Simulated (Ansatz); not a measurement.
Born–Oppenheimer molecular dynamics of a periodic cell of 23 atoms, Li$_{4}$Mn$_{5}$Sn$_{2}$O$_{12}$ (host Li5Mn5Sn2O12, host structure C2, one Li atom removed), cell charge -1. It starts from an unrelaxed structure (largest force component 1.46 eV/Å).

The calculation used Ansatz, DFT PBEsol, scalar-relativistic, plane waves, PAW. Settings: accuracy low, cutoff 420 eV, k mesh 2x2x1, fermi-dirac smearing 0.05 eV, spin collinear.

* ensemble: NVT, Langevin thermostat
* time step: 1 fs
* steps asked: 180
* set temperature: 1200 K
* friction: 0.05 /fs
* seed: 960982

Frames 10 fs apart, positions in Å, forces in eV/Å.

Velocities at 20.0 fs (Å/ps):

```
Li -15.74 2.22 6.17
Li -10.16 -3.67 9.60
Li 10.79 6.16 -16.80
Li 10.80 -10.73 6.18
Mn -3.60 -8.16 1.38
Mn 0.02 -2.60 5.12
Mn 2.95 -0.79 -4.14
Mn -4.69 -0.99 6.48
Mn -0.05 2.61 -2.63
Sn 1.35 -5.63 0.25
Sn 0.73 5.36 1.85
O -2.21 0.40 8.70
O -8.93 -6.68 9.05
O 0.11 -14.61 7.38
O -13.22 -11.49 2.33
O 12.22 0.74 -1.66
O -5.98 -3.98 -7.67
O 2.40 -11.61 9.21
O 4.81 6.68 -2.83
O 0.43 12.39 0.08
O -3.20 -7.77 -2.07
O -16.15 4.69 1.79
O -5.40 1.61 -5.16
```

```xyz
23
Lattice="2.7086 -4.6622 0.0000 2.7086 4.6622 0.0000 -1.7435 0.0000 10.1125" Properties=species:S:1:pos:R:3:forces:R:3 time_fs=20.0 energy_less_start_eV=0.941 T=1052
Li 2.856 0.843 7.762 -0.20 -0.11 -0.57
Li 3.717 -0.633 2.548 0.13 -0.32 0.45
Li 1.131 0.783 2.361 -0.58 0.10 0.46
Li 1.965 -3.842 5.285 -0.37 -0.09 -0.30
Mn 2.667 3.866 -0.017 0.07 0.24 -0.09
Mn 0.990 -2.375 2.659 0.59 0.02 0.19
Mn 2.668 -2.343 7.410 -0.68 -0.29 0.43
Mn 2.697 0.756 0.017 -0.75 -0.55 0.20
Mn 1.720 -0.661 4.915 0.69 -0.88 0.76
Sn 1.855 2.288 5.085 0.43 2.69 0.11
Sn 2.668 -2.259 0.014 0.46 -1.12 0.37
O -0.088 -0.914 3.797 1.10 -0.05 -0.03
O 3.719 -1.107 6.455 -0.61 0.97 -0.50
O 1.882 2.120 9.175 -0.54 0.79 -0.65
O 1.617 2.173 1.196 1.36 0.92 -0.33
O 2.723 0.957 3.878 0.34 -1.50 -1.13
O 1.051 0.860 6.130 -0.92 -1.45 1.04
O 1.837 -0.876 8.905 0.45 0.13 0.58
O 1.837 -0.790 1.234 -0.07 0.08 -0.11
O 2.873 -2.228 3.828 -1.12 0.59 0.19
O 0.940 -2.359 6.270 0.45 -0.19 -0.57
O -1.037 0.856 8.981 0.59 0.16 -0.18
O 4.646 0.894 1.400 -0.83 -0.16 -0.32
23
Lattice="2.7086 -4.6622 0.0000 2.7086 4.6622 0.0000 -1.7435 0.0000 10.1125" Properties=species:S:1:pos:R:3:forces:R:3 time_fs=30.0 energy_less_start_eV=1.956 T=613
Li 2.788 0.878 7.728 0.10 -0.06 -0.27
Li 3.628 -0.616 2.597 0.35 -0.22 0.43
Li 1.225 0.798 2.309 -0.98 -0.62 1.08
Li 2.039 -3.852 5.312 -0.91 -0.21 -0.53
Mn 2.651 3.827 -0.015 0.31 0.80 -0.14
Mn 0.954 -2.388 2.686 1.10 0.04 -0.25
Mn 2.692 -2.368 7.377 -1.58 -1.00 1.34
Mn 2.642 0.724 0.070 -0.41 -0.17 0.07
Mn 1.754 -0.625 4.876 0.62 -1.46 0.63
Sn 1.867 2.260 5.075 0.36 2.09 0.53
Sn 2.676 -2.212 0.048 -2.08 -3.27 0.10
O -0.105 -0.945 3.863 1.32 0.27 -0.47
O 3.695 -1.152 6.488 0.09 1.23 -1.05
O 1.842 2.023 9.243 -0.32 1.47 -0.86
O 1.471 2.066 1.205 3.12 1.59 0.30
O 2.796 0.907 3.832 -0.53 -0.93 -0.50
O 0.995 0.796 6.086 -0.11 -0.66 0.85
O 1.883 -0.989 9.015 0.84 1.77 -1.10
O 1.831 -0.732 1.207 -0.38 -0.20 0.24
O 2.878 -2.128 3.815 -1.05 0.21 0.31
O 0.936 -2.464 6.251 0.24 -0.08 -0.36
O -1.119 0.898 8.988 0.93 -0.52 -0.41
O 4.581 0.874 1.387 -1.03 -0.10 0.05
23
Lattice="2.7086 -4.6622 0.0000 2.7086 4.6622 0.0000 -1.7435 0.0000 10.1125" Properties=species:S:1:pos:R:3:forces:R:3 time_fs=40.0 energy_less_start_eV=2.219 T=1130
Li 2.854 0.958 7.651 0.02 -0.22 0.06
Li 3.749 -0.549 2.659 0.04 -0.30 0.24
Li 1.084 0.766 2.347 -0.68 -0.29 0.70
Li 2.016 -3.837 5.244 -0.56 -0.31 -0.21
Mn 2.608 3.858 -0.042 1.62 0.78 0.77
Mn 0.932 -2.363 2.702 1.06 -0.46 -0.78
Mn 2.702 -2.358 7.378 -1.42 -1.00 1.40
Mn 2.563 0.708 0.047 0.04 0.50 0.14
Mn 1.815 -0.603 4.822 0.62 -1.62 0.99
Sn 1.882 2.236 5.079 0.08 1.66 0.89
Sn 2.692 -2.204 0.095 -3.74 -1.72 -0.40
O -0.008 -0.974 3.898 0.63 0.27 -0.56
O 3.706 -1.140 6.477 0.29 0.89 -1.35
O 1.786 2.042 9.275 0.34 1.25 -0.61
O 1.430 2.048 1.222 3.72 1.10 1.46
O 2.721 0.837 3.753 -0.23 0.13 0.02
O 0.976 0.727 6.075 0.20 0.12 0.35
O 2.037 -1.042 9.037 -1.03 1.23 -1.57
O 1.778 -0.672 1.178 -0.53 -1.03 0.06
O 2.900 -2.072 3.764 -0.80 -0.11 0.73
O 0.959 -2.581 6.285 -0.18 0.10 -0.69
O -1.153 0.959 9.069 1.08 -1.48 -1.31
O 4.500 0.810 1.488 -0.55 0.48 -0.32
23
Lattice="2.7086 -4.6622 0.0000 2.7086 4.6622 0.0000 -1.7435 0.0000 10.1125" Properties=species:S:1:pos:R:3:forces:R:3 time_fs=50.0 energy_less_start_eV=2.039 T=905
Li 2.881 0.990 7.584 -0.12 -0.39 0.03
Li 3.917 -0.552 2.645 -0.53 -0.73 0.46
Li 0.924 0.707 2.440 -0.03 0.23 0.08
Li 2.017 -3.861 5.117 -0.37 -0.16 0.44
Mn 2.593 3.888 -0.100 2.29 0.41 1.48
Mn 0.938 -2.362 2.697 0.38 -0.98 -1.18
Mn 2.720 -2.345 7.421 -0.57 -0.49 0.03
Mn 2.522 0.736 0.011 0.45 0.84 0.24
Mn 1.883 -0.646 4.771 0.68 -0.71 1.92
Sn 1.883 2.264 5.066 0.33 0.58 1.99
Sn 2.687 -2.217 0.105 -2.15 -0.83 0.88
O 0.073 -1.013 3.890 0.56 0.93 -0.86
O 3.673 -1.041 6.416 -0.26 -0.02 -0.96
O 1.733 2.135 9.160 0.50 0.31 0.13
O 1.538 2.063 1.312 1.17 1.24 -0.14
O 2.607 0.814 3.668 0.30 0.41 0.43
O 0.957 0.755 6.083 0.32 0.11 -0.06
O 2.107 -1.086 8.991 -1.99 0.62 -1.43
O 1.727 -0.633 1.145 -0.58 -1.53 -0.18
O 3.031 -2.025 3.819 -1.89 -0.25 -0.30
O 0.928 -2.604 6.243 0.31 0.32 -0.73
O -1.183 0.930 9.115 0.91 -1.20 -1.38
O 4.423 0.765 1.547 0.32 1.29 -0.89
23
Lattice="2.7086 -4.6622 0.0000 2.7086 4.6622 0.0000 -1.7435 0.0000 10.1125" Properties=species:S:1:pos:R:3:forces:R:3 time_fs=60.0 energy_less_start_eV=2.016 T=1200
Li 2.894 0.889 7.562 -0.15 -0.24 -0.34
Li 3.906 -0.543 2.559 -0.61 -1.33 0.96
Li 0.874 0.560 2.480 0.14 0.54 -0.12
Li 2.057 -3.909 5.128 -0.67 -0.20 0.37
Mn 2.674 3.907 -0.136 0.19 -0.15 0.29
Mn 0.962 -2.370 2.637 -0.60 -0.92 -0.49
Mn 2.706 -2.373 7.443 -0.15 0.15 -0.61
Mn 2.543 0.760 -0.009 0.63 1.05 -0.20
Mn 1.966 -0.693 4.754 0.24 0.03 2.39
Sn 1.886 2.280 5.047 1.21 0.59 2.37
Sn 2.650 -2.226 0.108 0.28 -1.70 -0.25
O 0.157 -0.956 3.872 0.28 0.26 -1.03
O 3.661 -0.938 6.322 -1.00 -0.61 -0.46
O 1.724 2.177 9.054 0.37 -0.14 0.54
O 1.685 2.089 1.364 -0.25 1.09 -1.24
O 2.425 0.859 3.611 1.18 -0.12 0.38
O 0.888 0.798 6.063 0.90 0.15 0.38
O 2.035 -1.018 8.937 -0.87 0.26 0.07
O 1.730 -0.644 1.054 -0.59 -0.99 0.47
O 3.080 -2.007 3.896 -2.97 0.30 -1.84
O 0.869 -2.544 6.160 0.95 -0.08 -0.15
O -1.173 0.894 8.992 0.84 0.20 -0.12
O 4.448 0.727 1.570 0.66 1.87 -1.39
23
Lattice="2.7086 -4.6622 0.0000 2.7086 4.6622 0.0000 -1.7435 0.0000 10.1125" Properties=species:S:1:pos:R:3:forces:R:3 time_fs=70.0 energy_less_start_eV=1.614 T=1369
Li 2.815 0.699 7.426 0.11 0.08 -0.05
Li 3.787 -0.593 2.511 -0.04 -0.49 0.28
Li 0.820 0.471 2.451 0.47 0.68 0.02
Li 2.131 -3.955 5.071 -1.25 -0.08 -0.09
Mn 2.719 3.874 -0.219 -0.76 0.03 -0.08
Mn 0.949 -2.354 2.571 -0.52 -1.14 -0.26
Mn 2.649 -2.362 7.414 -0.59 -0.21 -0.30
Mn 2.553 0.791 -0.031 0.26 0.53 -0.19
Mn 2.018 -0.697 4.808 -0.57 0.06 1.31
Sn 1.905 2.306 5.048 -1.05 1.34 0.05
Sn 2.617 -2.254 0.109 0.93 -1.86 -0.46
O 0.246 -0.960 3.755 -0.15 0.71 0.21
O 3.550 -0.849 6.159 -0.66 -0.42 -0.15
O 1.749 2.096 9.062 0.22 0.55 -0.02
O 1.762 2.106 1.413 -0.30 1.02 -1.80
O 2.395 0.949 3.661 1.13 -0.94 -0.33
O 0.802 0.907 6.080 1.55 0.02 0.75
O 1.888 -0.962 8.930 0.06 0.11 0.24
O 1.689 -0.576 0.951 -0.05 -1.35 0.93
O 2.979 -1.934 3.801 -0.80 -0.20 -0.62
O 0.850 -2.512 6.033 1.78 -0.09 1.12
O -1.155 0.855 8.908 0.65 0.81 0.04
O 4.571 0.814 1.506 -0.42 0.83 -0.59
23
Lattice="2.7086 -4.6622 0.0000 2.7086 4.6622 0.0000 -1.7435 0.0000 10.1125" Properties=species:S:1:pos:R:3:forces:R:3 time_fs=80.0 energy_less_start_eV=1.768 T=1238
Li 2.880 0.550 7.368 0.03 0.54 0.06
Li 3.791 -0.850 2.582 0.55 0.45 -0.70
Li 0.838 0.542 2.463 0.47 0.48 0.02
Li 2.000 -3.962 4.867 -0.14 0.38 0.63
Mn 2.729 3.813 -0.268 -0.77 0.56 -0.16
Mn 0.923 -2.316 2.502 0.06 -1.41 -0.18
Mn 2.577 -2.343 7.395 -0.86 -0.83 -0.29
Mn 2.552 0.771 0.009 0.39 0.24 -0.50
Mn 2.077 -0.668 4.876 -2.55 0.01 -0.82
Sn 1.879 2.348 5.046 0.04 0.43 -0.43
Sn 2.610 -2.281 0.094 1.21 -1.05 -0.72
O 0.289 -1.003 3.696 -0.81 1.84 0.87
O 3.508 -0.875 6.025 0.54 0.55 1.57
O 1.789 1.998 9.160 0.01 1.31 -0.76
O 1.819 2.153 1.335 -0.15 0.78 -1.60
O 2.446 1.023 3.677 0.95 -1.31 -0.41
O 0.807 0.978 6.097 0.58 -0.40 0.04
O 1.719 -0.850 8.967 0.71 0.24 0.28
O 1.685 -0.524 0.956 -0.26 -1.76 1.04
O 2.901 -1.895 3.660 -0.37 -0.99 0.61
O 0.878 -2.473 6.027 1.08 -0.03 0.87
O -1.048 0.929 8.848 0.19 0.21 0.23
O 4.657 0.943 1.405 -0.93 -0.26 0.33
23
Lattice="2.7086 -4.6622 0.0000 2.7086 4.6622 0.0000 -1.7435 0.0000 10.1125" Properties=species:S:1:pos:R:3:forces:R:3 time_fs=90.0 energy_less_start_eV=2.001 T=972
Li 2.911 0.572 7.456 -0.07 0.48 -0.22
Li 3.957 -1.045 2.640 0.70 0.94 -1.12
Li 1.069 0.803 2.447 -0.26 -0.15 0.00
Li 1.824 -3.828 4.784 0.21 0.26 0.61
Mn 2.767 3.799 -0.297 -0.89 0.61 -0.08
Mn 0.932 -2.317 2.449 0.37 -0.48 0.59
Mn 2.502 -2.371 7.428 -0.19 -0.54 -0.92
Mn 2.564 0.756 0.041 0.34 -0.54 -0.54
Mn 2.088 -0.654 4.937 -3.33 -0.21 -1.48
Sn 1.842 2.349 5.018 1.24 0.80 -0.04
Sn 2.591 -2.301 0.073 1.76 -0.04 -1.38
O 0.190 -1.011 3.644 -0.40 1.34 0.74
O 3.507 -0.912 6.023 0.93 1.05 2.27
O 1.793 1.985 9.195 -0.02 1.11 -1.43
O 1.880 2.172 1.194 -0.44 0.63 -0.45
O 2.517 0.997 3.714 1.01 -0.93 -0.48
O 0.827 1.035 6.102 0.20 -0.94 0.24
O 1.672 -0.861 9.104 1.16 1.28 -0.48
O 1.663 -0.580 0.989 -0.06 -0.92 0.67
O 2.876 -1.906 3.592 -0.75 -1.52 0.97
O 0.932 -2.370 6.057 0.00 -0.12 0.11
O -0.974 0.987 8.800 -0.40 -0.35 0.53
O 4.693 1.026 1.292 -1.10 -1.76 1.90
23
Lattice="2.7086 -4.6622 0.0000 2.7086 4.6622 0.0000 -1.7435 0.0000 10.1125" Properties=species:S:1:pos:R:3:forces:R:3 time_fs=100.0 energy_less_start_eV=1.683 T=719
Li 2.891 0.563 7.504 -0.15 0.39 -0.32
Li 4.084 -1.044 2.489 -0.42 0.36 -0.19
Li 1.188 0.794 2.330 -0.52 -0.11 0.55
Li 1.750 -3.757 4.804 0.42 0.18 0.39
Mn 2.795 3.792 -0.306 -1.31 0.88 -0.13
Mn 0.950 -2.343 2.429 0.64 -0.16 1.16
Mn 2.423 -2.396 7.422 0.84 0.14 -1.24
Mn 2.569 0.773 0.026 0.72 -0.90 -0.89
Mn 2.067 -0.633 4.977 -2.32 -0.53 -1.08
Sn 1.822 2.340 4.994 0.63 3.17 0.60
Sn 2.587 -2.317 0.051 1.28 -0.74 -0.84
O 0.129 -1.000 3.600 0.17 0.90 0.72
O 3.495 -0.861 6.169 0.56 0.09 0.81
O 1.778 2.070 9.138 0.43 0.10 -1.05
O 1.905 2.227 1.101 -0.73 0.25 0.34
O 2.615 1.067 3.761 1.25 -2.15 -1.30
O 0.878 1.034 6.053 -0.43 -1.42 0.87
O 1.742 -0.861 9.194 0.93 1.71 -0.97
O 1.660 -0.666 0.973 0.26 -0.04 0.83
O 2.862 -2.044 3.570 -0.12 -0.16 0.57
O 0.944 -2.272 6.144 -0.68 -0.22 -0.75
O -0.950 1.037 8.779 -0.62 -0.95 0.89
O 4.704 0.933 1.268 -0.83 -0.79 1.02
```

Of the whole run (180 fs, mean temperature of the second half 1121 K): A run of 0.18 ps of so small a system gives no equilibrium averages. No Hubbard correction was used and the magnetic state wasn't searched. Limits of this set-up: coarse k mesh, low accuracy level, charged cell in a uniform background, uncorrected.

Time of the run: 25 min on 2 threads of Arm Neoverse V2, with other jobs on the host, peak memory 0.85 GiB.
